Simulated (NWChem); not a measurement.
# CH4ClGe (SMILES [CH3][GeH][Cl]): UHF/6-31G(d) (spherical functions)

Aim: a structure relaxation of CH4ClGe. 

Program for the calculation: NWChem 7.3.0.

1 further run of the same task is left out (set aside as unsound or not needed).

### Step 1. Starting point

CH4ClGe has 7 atoms, charge 0, and is taken as a doublet. SMILES: `[CH3][GeH][Cl]`. Geometry: relaxed at PBE0-D4/def2-TZVP. The run starts from this shape.

Bond lengths: C1–Ge2 1.957 Å, Ge2–Cl3 2.169 Å, C1–H4 1.092 Å, C1–H5 1.089 Å, C1–H6 1.091 Å, Ge2–H7 1.553 Å. Angles: C1–Ge2–Cl3 107.0°, C1–Ge2–H7 112.6°, Cl3–Ge2–H7 105.6°, Ge2–C1–H4 108.6°, Ge2–C1–H5 110.0°, Ge2–C1–H6 109.8°, H4–C1–H5 109.4°, H4–C1–H6 109.5°, H5–C1–H6 109.6°.

### Step 2. A geometry optimisation at UHF/6-31G(d) (spherical functions)

File input.nw:

```
start input
memory 2200 mb
charge 0

geometry units angstroms
  C       -0.733100       0.438400      -0.261900
  Ge       0.705400      -0.885500      -0.183100
  Cl       1.017000      -1.361700       1.909500
  H       -0.433400       1.314500       0.317300
  H       -1.646200       0.021400       0.160800
  H       -0.909900       0.729400      -1.298200
  H        2.061400      -0.324500      -0.690100
end

basis "ao basis" spherical bse
  C library 6-31G*
  Ge library 6-31G*
  Cl library 6-31G*
  H library 6-31G*
end

scf
  doublet
  uhf
  thresh 1e-07
  maxiter 80
  print low
end

driver
  maxiter 60
end

freq
  temp 2 298.15 573.15
end

task scf optimize
task scf frequencies
```

Command:

```bash
$ nwchem input.nw > input.out
```

What values should one expect? Wanted: total energy at the end; ⟨S²⟩; lowest harmonic wavenumber; highest harmonic wavenumber; zero-point energy.

Answer, from the run:

At UHF/6-31G* (spherical functions):

| quantity | value |
| --- | --- |
| total energy at the end | -2574.76980 Eh |
| ⟨S²⟩ | 0.753 |
| lowest harmonic wavenumber | 128 cm⁻¹ |
| highest harmonic wavenumber | 3308 cm⁻¹ |
| zero-point energy | 125.7 kJ/mol |

What this shows: At the final geometry: Bond lengths: C1–Ge2 1.966 Å, Ge2–Cl3 2.189 Å, C1–H4 1.084 Å, C1–H5 1.082 Å, C1–H6 1.084 Å, Ge2–H7 1.545 Å. Angles: C1–Ge2–Cl3 107.6°, C1–Ge2–H7 112.7°, Cl3–Ge2–H7 105.6°, Ge2–C1–H4 109.5°, Ge2–C1–H5 110.3°, Ge2–C1–H6 109.8°, H4–C1–H5 109.0°, H4–C1–H6 109.1°, H5–C1–H6 109.1°. All 15 modes are real, so the shape is a minimum at this level. The optimisation took 5 steps and changed the energy by -0.009 eV.
